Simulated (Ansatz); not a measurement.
Runs of Ansatz 0.2.0 on MoI. It takes space group F-43m (No. 216, cubic). Conventional cell: a = 6.358 Å, b = 6.358 Å, c = 6.358 Å, α = 90.00°, β = 90.00°, γ = 90.00°. Mo (site symmetry -43m) has 4 I at 2.75 Å as nearest neighbours. I (site symmetry -43m) is surrounded by 4 Mo at 2.75 Å. The cell was built by a generator and needn't be a form met in nature.

| share of exact exchange | gap on the mesh (eV) | pressure (GPa) |
| --- | --- | --- |
| 0.3 | none | -7.6 |
| 0.05 | none | -8.0 |
| 0.2 | none | (a) |
| 0.15 | none | -8.0 |
| 0.1 | none | -8.1 |

Alike in all rows: task single point; level HSE06 form with a typed share of exact exchange; potentials or basis Ansatz PAW; no spin polarisation; cell as given; k mesh 4 × 4 × 4; cutoff (eV) 420; smearing fermi-dirac 0.05 eV; the mesh is coarse, so values aren't converged.

Q: Estimate the missing entries.

A: (a) -7.9.

Caveats: all runs use coarse meshes; an odd number of electrons without spin polarisation forces a metal; a magnetic or distorted state may lie lower; the PAW data sets come from PBE, with cores solved anew for the run's functional, which leaves a small shift of forces and pressure; the thresholds are loose for stress.

A k mesh can miss the band edges, and the runs leave out spin-orbit coupling on I, Mo.

A gap of «none» marks a metal or a gap under the smearing width.
